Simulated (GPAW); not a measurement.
# Ti3Sn (P6_3/mmc) in GPAW: further runs

Aim: see how the results for Ti3Sn move with the level of theory and the settings. Levels: PBEsol, LDA. Tasks: band structure.

Everything below comes from runs of GPAW 26.7.0. Logs are shortened: lines on timing, memory, paths and dates and some standing lists are left out, and cuts for length are marked. The log counts tension as positive stress, the text compression.

## (1) Starting point

Symmetry: P6_3/mmc, No. 194, hexagonal system. Conventional cell: a = 5.912 Å, b = 5.912 Å, c = 4.756 Å, α = 90.00°, β = 90.00°, γ = 120.00°. Sn (site symmetry -6m2) is surrounded by 12 Ti at 2.94 to 2.96 Å. Around Ti (site symmetry mm2) lie 8 Ti at 2.91 to 3.00 Å and 4 Sn at 2.94 to 2.96 Å.

The cell is a database's computed one.

## (2) Band structure, PBEsol

run.py reads:

```python
from ase import Atoms
from ase.dft.bandgap import bandgap
from ase.io import write
from ase.units import GPa
from gpaw import GPAW, PW, setup_paths

setup_paths.insert(0, '.')

atoms = Atoms(['Sn', 'Sn', 'Ti', 'Ti', 'Ti', 'Ti', 'Ti', 'Ti'],
              cell=[[5.912182085, 0.0, 0.0],
                    [-2.9560910425, 5.1200998774, 0.0],
                    [0.0, 0.0, 4.756222]],
              scaled_positions=[[0.3333333333, 0.6666666667, 0.25],
                                [0.6666666667, 0.3333333333, 0.75],
                                [0.835748995, 0.164251005, 0.25],
                                [0.32850201, 0.164251005, 0.25],
                                [0.835748995, 0.67149799, 0.25],
                                [0.164251005, 0.835748995, 0.75],
                                [0.67149799, 0.835748995, 0.75],
                                [0.164251005, 0.32850201, 0.75]],
              pbc=True)

calc = GPAW(mode=PW(600),
            xc='PBEsol',
            kpts={'size': (4, 4, 4), 'gamma': True},
            occupations={'name': 'fermi-dirac', 'width': 0.05},
            nbands=84,
            convergence={'density': 1e-05, 'energy': 1e-05},
            maxiter=150,
            txt='gpaw.txt')
atoms.calc = calc
energy = atoms.get_potential_energy()
forces = atoms.get_forces()
stress = atoms.get_stress()
calc.write('gs.gpw')
write('result.traj', atoms)
print(f'Energy: {energy:.6f} eV')
print('Forces (eV/A):')
print(forces.round(4))
print('Stress (GPa):', (stress / GPa).round(3))
print('Fermi level:', round(calc.get_fermi_level(), 4), 'eV')
print(f'Gap: {bandgap(calc)[0]:.4f} eV, direct: {bandgap(calc, direct=True)[0]:.4f} eV')

path = atoms.cell.bandpath('GMKGALHA,LM,KH', npoints=80, eps=1e-4)
bs_calc = calc.fixed_density(kpts=path, symmetry='off', nbands=118,
                             convergence={'bands': 'CBM+6.0', 'eigenstates': 1e-6}, txt='bands.txt')
bs = bs_calc.band_structure()
bs.write('bs.json')
print(f'Gap on the path: {bandgap(bs_calc)[0]:.4f} eV')
```

Potentials or basis: PAW data sets generated in the run's folder for this functional, pw.

On the command line:

```console
$ gpaw-setup -f PBEsol Sn Ti
$ OMP_NUM_THREADS=1 python run.py
```

gpaw.txt:

```text
__  _  _
 | _ |_)|_||  |
 |__||  | ||/\| - 26.7.0

Input parameters:
  mode=PW(ecut=600.0),
  convergence={'density': 1e-05, 'energy': 1e-05},
  kpts=MonkhorstPack(size=(4, 4, 4), gamma=True),
  maxiter=150,
  nbands=84,
  occupations=Occupations(name='fermi-dirac', width=0.05),
  xc=XC(name='PBEsol')

Diagonalizing LCAO Hamiltonian
Converting LCAO to pw mode

         Ti      Ti

           Ti     Sn
             Sn     Ti

              Ti      Ti

Atoms  # Å, Bohr magnetons
|   | symbol |         x |        y |        z |    initial magnetic moments |
|---|--------|-----------|----------|----------|-----------------------------|
| 0 |     Sn | -0.000000 | 3.413400 | 1.189056 | ( 0.0000,  0.0000,  0.0000) |
| 1 |     Sn |  2.956091 | 1.706700 | 3.567166 | ( 0.0000,  0.0000,  0.0000) |
| 2 |     Ti |  4.455559 | 0.840982 | 1.189056 | ( 0.0000,  0.0000,  0.0000) |
| 3 |     Ti |  1.456623 | 0.840982 | 1.189056 | ( 0.0000,  0.0000,  0.0000) |
| 4 |     Ti |  2.956091 | 3.438137 | 1.189056 | ( 0.0000,  0.0000,  0.0000) |
| 5 |     Ti | -1.499468 | 4.279118 | 3.567166 | ( 0.0000,  0.0000,  0.0000) |
| 6 |     Ti |  1.499468 | 4.279118 | 3.567166 | ( 0.0000,  0.0000,  0.0000) |
| 7 |     Ti |  0.000000 | 1.681963 | 3.567166 | ( 0.0000,  0.0000,  0.0000) |

Unit cell  # Å
| periodic |         x |        y |        z |  lengths |     angles |
|----------|-----------|----------|----------|----------|------------|
|      yes |  5.912182 | 0.000000 | 0.000000 | 5.912182 |  90.000000 |
|      yes | -2.956091 | 5.120100 | 0.000000 | 5.912182 |  90.000000 |
|      yes |  0.000000 | 0.000000 | 4.756222 | 4.756222 | 120.000000 |

Number of symmetries: 12
Symmetry operations  # r_c * U_cc + t_c -> r_c
|    | kind |            matrix            |
|----|------|------------------------------|
|  0 |  σ   |  1, 1, 0,  0,-1, 0,  0, 0, 1 |
|  1 |  S6  |  1, 1, 0, -1, 0, 0,  0, 0,-1 |
|  2 |  E   |  1, 0, 0,  0, 1, 0,  0, 0, 1 |
|  3 |  C2  |  1, 0, 0, -1,-1, 0,  0, 0,-1 |
|  4 |  C2  |  0, 1, 0,  1, 0, 0,  0, 0,-1 |
|  5 |  C3  |  0, 1, 0, -1,-1, 0,  0, 0, 1 |
|  6 |  S6  |  0,-1, 0,  1, 1, 0,  0, 0,-1 |
|  7 |  σ   |  0,-1, 0, -1, 0, 0,  0, 0, 1 |
|  8 |  σ   | -1, 0, 0,  1, 1, 0,  0, 0, 1 |
|  9 |  i   | -1, 0, 0,  0,-1, 0,  0, 0,-1 |
| 10 |  C3  | -1,-1, 0,  1, 0, 0,  0, 0, 1 |
| 11 |  C2  | -1,-1, 0,  0, 1, 0,  0, 0,-1 |

BZ-sampling:
  Number of BZ points: 64
  Number of IBZ points: 13

  Monkhorst-Pack size: [4, 4, 4]
  Monkhorst-Pack shift: [0.125, 0.125, 0.125]

K-points  # in reciprocal-cell coordinates
|     |                                coordinates |     weight |
|-----|--------------------------------------------|------------|
|   0 | (  0.00000000,   0.00000000,   0.00000000) | 0.01562500 |
|   1 | (  0.00000000,   0.00000000,   0.25000000) | 0.03125000 |
|   2 | (  0.00000000,   0.00000000,   0.50000000) | 0.01562500 |
|   3 | (  0.25000000,   0.00000000,  -0.25000000) | 0.09375000 |
|   4 | (  0.25000000,   0.00000000,   0.00000000) | 0.09375000 |
|   5 | (  0.25000000,   0.00000000,   0.25000000) | 0.09375000 |
|   6 | (  0.25000000,   0.00000000,   0.50000000) | 0.09375000 |
|   7 | (  0.50000000,   0.25000000,   0.00000000) | 0.09375000 |
|   8 | (  0.50000000,   0.25000000,   0.25000000) | 0.18750000 |
|   9 | (  0.50000000,   0.25000000,   0.50000000) | 0.09375000 |
| ... |                                            |            |
|  12 | (  0.50000000,   0.50000000,   0.50000000) | 0.04687500 |

Plane wave coefficients: 4828
Cutoff: 600.0 eV

Spin-components: 1 (collinear spins)
Bands:           84
Projectors:      48
Spin-degeneracy: 2
Datatype:        complex128

Parallelization:
  kpt:    1
  domain: 1
  band:   1

Density:
  Valence electrons: 100.0
  Components: 1
  Grid points: [35 35 27]
  Charge: 0.0  # |e|

Potential:
  Grid points: [35 35 27]

species:
  Sn:
    name:    Tin
    Z:       50.0
    valence: 14
    core:    36
    charge:  0.0  # [|e|]
    compensation charges:
      type: gauss
      rc: 0.38  # [Å]
      lmax: 2
    cutoffs:
      filter: 2.23  # [Å]
      core: 2.35  # [Å]
    projectors
    | kind |    occ | energy [eV] | rcut [Å] |
    |------|--------|-------------|----------|
    |   5s |  2.000 |     -10.584 |    1.201 |
    |   5p |  2.000 |      -3.711 |    1.270 |
    |   4d | 10.000 |     -25.798 |    1.185 |
    |    s |        |      16.628 |    1.201 |
    |    p |        |      23.501 |    1.270 |
    |    d |        |       1.413 |    1.185 |

    Using partial waves for Sn as LCAO basis

  Ti:
    name:    Titanium
    Z:       22.0
    valence: 12
    core:    10
    charge:  0.0  # [|e|]
    compensation charges:
      type: gauss
      rc: 0.38  # [Å]
      lmax: 2
    cutoffs:
      filter: 2.23  # [Å]
      core: 1.02  # [Å]
    projectors
    | kind |    occ | energy [eV] | rcut [Å] |
    |------|--------|-------------|----------|
    |   3s |  2.000 |     -62.441 |    1.270 |
    |   4s |  2.000 |      -4.477 |    1.270 |
    |   3p |  6.000 |     -38.776 |    1.058 |
    |   4p |  0.000 |      -1.449 |    1.058 |
    |   3d |  2.000 |      -4.275 |    1.058 |
    |    d |        |      22.937 |    1.058 |

    Using partial waves for Ti as LCAO basis

Reference energy: -475058.292578  # eV

eigensolver:
  PPCG
  Converge bands: occupied
  niter=2

density mixing:
  MSR1-Mixer
  Pratt-step length: 0.05
  Maximum mixing coefficient: 0.75
  Old densities: 10
  SVD Regularization: 0.005
  Good broyden scale: 1.0
  Trust region scale: 1.0
  Backstep threshold: 4.0
  History deletion threshold: 6.0
  Fourier metric: weight=20.0, sigma=0.015

occupation numbers:
  Fermi-Dirac:
    width: 0.0500  # eV

poisson solver:
  ecut: 4800.0  # eV

xc functional:
  name: PBEsol with 2 nearest neighbor stencil

convergence criteria:
[... 6 lines left out ...]
|iter     | |      energy | eigst |  dens |
|---------|-|-------------|-------|-------|
|iter:   1| |  -56.051083 | +0.27 |       |
|iter:   2| |  -55.839976 | -1.87 | -1.35 |
|iter:   3| |  -56.673325 | -0.56 | -1.38 |
|iter:   4| |  -54.846493 | -0.82 | -1.36 |
|iter:   5| |  -54.734198 | -2.12 | -1.86 |
|iter:   6| |  -54.742080 | -2.98 | -2.26 |
|iter:   7| |  -54.743130 | -3.70 | -2.75 |
|iter:   8| |  -54.743204 | -4.78 | -3.68 |
|iter:   9| |  -54.743225c| -5.45 | -4.09 |
|iter:  10| |  -54.743222c| -6.51 | -4.69 |
|iter:  11| |  -54.743223c| -7.33 | -5.24c|
|iter:  12| |  -54.743223c| -7.80c| -5.77c|

Converged in 12 steps
Energy contributions relative to reference atoms: (reference = -475058.292578)

Energy contributions:
  Kinetic:          33.392130
  Coulomb:         -29.881709
  Zero:             -0.058717
  External:          0.000000
  Xc:              -58.162346
  Entropy:          -0.065160
  Spinorbit:         0.000000
  ----------------------------
  Free energy:     -54.775803
  Extrapolated:    -54.743223

dipole moment: (0.000004, 0.000007, 0.000006)  # |e|*Ang

Fermi level: 9.045
Eigenvalues  # (at kpt = [0.000, 0.000, 0.000])
| band index |      eig [eV] | occ [0-2] |
|------------|---------------|-----------|
|          0 |       -47.554 |     2.000 |
|        ... |               |           |
|         42 |         7.129 |     2.000 |
|         43 |         7.750 |     2.000 |
|         44 |         7.750 |     2.000 |
|         45 |         7.809 |     2.000 |
|         46 |         8.081 |     2.000 |
|         47 |         8.081 |     2.000 |
[... 8 lines left out ...]
|         56 |        10.708 |     0.000 |
|         57 |        10.920 |     0.000 |
|        ... |               |           |
|         83 |        19.210 |     0.000 |

No gap
No difference between direct/indirect transitions

Forces  # eV/Ang
|        x |        y |        z |
|----------|----------|----------|
|  0.00000 |  0.00000 | -0.00010 |  # Sn   0
|  0.00000 | -0.00000 |  0.00010 |  # Sn   1
| -0.01730 |  0.00999 | -0.00006 |  # Ti   2
|  0.01730 |  0.00999 | -0.00006 |  # Ti   3
|  0.00000 | -0.01998 | -0.00006 |  # Ti   4
|  0.01730 | -0.00999 |  0.00006 |  # Ti   5
| -0.01730 | -0.00999 |  0.00006 |  # Ti   6
| -0.00000 |  0.01998 |  0.00006 |  # Ti   7

Stress tensor  # eV/Ang^3
|         x |         y |         z |
|-----------|-----------|-----------|
|  0.028779 |  0.000000 |  0.000000 |
| -0.000000 |  0.028779 | -0.000000 |
|  0.000000 | -0.000000 |  0.031251 |

# Writing to gs.gpw (mode='')
```

bands.txt:

```text
Diagonalizing LCAO Hamiltonian
Converting LCAO to pw mode
convergence criteria:
- Maximum integral of absolute [eigenst]ate change: 1e-06 eV^2 / valence electron
maximum number of iterations: 150

SCF iterations
|iter     | |      energy | eigst |  dens |
|---------|-|-------------|-------|-------|
|iter:   1| |             | +0.61 |       |
[... 86 lines left out ...]
         [0.33333333, 0.33333333, 0.18181818],
         [0.33333333, 0.33333333, 0.22727273],
         [0.33333333, 0.33333333, 0.27272727],
         [0.33333333, 0.33333333, 0.31818182],
         [0.33333333, 0.33333333, 0.36363636],
         [0.33333333, 0.33333333, 0.40909091],
         [0.33333333, 0.33333333, 0.45454545],
         [0.33333333, 0.33333333, 0.5       ]])),
  maxiter=150,
  nbands=118,
  occupations=Occupations(name='fermi-dirac', width=0.05),
  symmetry=Symmetry(point_group=False, time_reversal=False),
  xc=XC(name='PBEsol')
```

It took 12 min on 1 thread of Arm Neoverse V2, shared host; peak memory 1.2 GiB.

What came out:

```yaml
Free_energy: -54.7758 eV
Pressure: -4.7 GPa
Largest_force: 0.020 eV/Å
Band_gap_along_the_path: none (metal or under the smearing width)
```

Forces in eV/Å, atoms in the order of the input:
```
Sn   0.000  0.000  0.000
Sn   0.000  0.000  0.000
Ti  -0.017  0.010  0.000
Ti   0.017  0.010  0.000
Ti   0.000 -0.020  0.000
Ti   0.017 -0.010  0.000
Ti  -0.017 -0.010  0.000
Ti   0.000  0.020  0.000
```

Levels at the corners of the path, in eV from the Fermi level:
```
point  band 48  band 49  band 50  band 51  band 52  band 53
    Γ    -0.96    -0.94    -0.50     0.38     0.44     0.44
    M    -0.61    -0.54     0.30     0.33     0.33     0.42
    K    -0.22    -0.22     0.05     0.31     0.31     0.55
    Γ    -0.96    -0.94    -0.50     0.38     0.44     0.44
    A    -1.03    -0.41    -0.41    -0.14    -0.14    -0.14
    L    -0.55    -0.27    -0.27     0.05     0.05     0.37
    H    -0.56    -0.31    -0.31     0.33     0.33     0.52
    A    -1.03    -0.41    -0.41    -0.14    -0.14    -0.14
    L    -0.55    -0.27    -0.27     0.05     0.05     0.37
    M    -0.61    -0.54     0.30     0.33     0.33     0.42
    K    -0.22    -0.22     0.05     0.31     0.31     0.55
    H    -0.56    -0.31    -0.31     0.33     0.33     0.52
```

Caveat: spin-orbit coupling is left out, which moves the levels of the heavy elements.

(Part 1 of 2 ends here.)
